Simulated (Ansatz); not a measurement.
**B₃H₈Se−: geometry and frequencies at several levels**

An exercise on one series of results from a longer session: the logs are not shown, and one member is left open.

Computed with Ansatz 0.2.0 (the levels named in each step, unless a step's input says otherwise).

### The starting structure

Bond lengths: B1–Se2 2.186 Å, Se2–B3 2.029 Å, B3–H4 1.338 Å, Se2–B5 2.028 Å, H4–B5 1.337 Å, B1–H6 1.194 Å, B1–H7 1.193 Å, B1–H8 1.194 Å, B3–H9 1.181 Å, B3–H10 1.186 Å, B5–H11 1.186 Å, B5–H12 1.181 Å. Angles (14 of 22 angles, heavy atoms first): B1–Se2–B3 102.9°, B1–Se2–B5 102.5°, B3–Se2–B5 62.1°, Se2–B1–H6 104.8°, Se2–B1–H7 104.8°, Se2–B1–H8 105.0°, Se2–B3–H4 97.4°, Se2–B3–H9 113.5°, Se2–B3–H10 112.9°, B3–H4–B5 102.9°, Se2–B5–H4 97.4°, Se2–B5–H11 113.0°, Se2–B5–H12 113.4°, H6–B1–H7 113.8°.

As a file:

```xyz
12

B     1.8712   -0.6803   -0.5506
Se    0.0940    0.2400    0.3298
B    -1.1210    0.5047   -1.2729
H    -1.8235   -0.6265   -1.1448
B    -1.3395   -1.1528   -0.0148
H     2.3160   -1.3727    0.3145
H     1.4635   -1.2881   -1.4926
H     2.5831    0.2343   -0.8380
H    -0.5577    0.4315   -2.3083
H    -1.8949    1.3910   -1.1228
H    -2.2251   -1.1105    0.7732
H    -0.9045   -2.2127   -0.3008
```

Set-up of the first run:

File input.yaml:

```yaml
crystal:
  periodic: [false, false, false]
  atoms:
    - { symbol: B, position_ang: [1.91247951, -0.67554214, -0.53723567] }
    - { symbol: Se, position_ang: [0.18678181, 0.21042524, 0.31255565] }
    - { symbol: B, position_ang: [-1.14474913, 0.46173726, -1.22444011] }
    - { symbol: H, position_ang: [-1.90055518, -0.6499219, -1.19103549] }
    - { symbol: B, position_ang: [-1.35287323, -1.09297389, -0.04624205] }
    - { symbol: H, position_ang: [2.37739857, -1.37169116, 0.37231657] }
    - { symbol: H, position_ang: [1.55009345, -1.3220044, -1.51853172] }
    - { symbol: H, position_ang: [2.64016928, 0.28443609, -0.81567472] }
    - { symbol: H, position_ang: [-0.62816257, 0.35163963, -2.31941533] }
    - { symbol: H, position_ang: [-1.9476322, 1.35900431, -1.02977137] }
    - { symbol: H, position_ang: [-2.26398376, -1.00369108, 0.75966046] }
    - { symbol: H, position_ang: [-0.96740655, -2.19353796, -0.3901162] }
total_charge: -1
basis:
  gaussian: { orbitals: STO-3G }
hamiltonian:
  xc: hf
relax:
  f_tol: 0.002
  max_steps: 150
```

On the command line:

```sh
ansatz run input.yaml --threads 4 --pin off --max-ram 10240MiB --backend cpu --events-out ev --progress --plain --runs-dir out
```

Steps of the session up to this table: Relaxation, HF/STO-3G; Frequencies, HF/STO-3G; Relaxation, HF/def2-SVPD; Frequencies, HF/def2-SVPD; Relaxation, LDA/def2-SVPD; Frequencies, LDA/def2-SVPD; Relaxation, PBE-D4/def2-SVPD; Frequencies, PBE-D4/def2-SVPD.

One of the session's tables, all rows but one given; the rest of the session is left out.

| level | B1–Se2 (Å) | Se2–B3 (Å) | Se2–B5 (Å) | highest frequency (cm⁻¹) |
| --- | --- | --- | --- | --- |
| HF/STO-3G | 2.1299 | 2.0049 | 2.0049 | 3310 |
| HF/def2-SVPD | ? | ? | ? | ? |
| LDA/def2-SVPD | 2.0718 | 2.0190 | 2.0189 | 2553 |
| PBE-D4/def2-SVPD | 2.1193 | 2.0488 | 2.0489 | 2553 |

**Question.** Estimate the row for HF/def2-SVPD.

The run gave: B1–Se2 (Å): 2.1842; Se2–B3 (Å): 2.0599; Se2–B5 (Å): 2.0598; highest frequency (cm⁻¹): 2691. In the column «B1–Se2 (Å)» it is the highest.
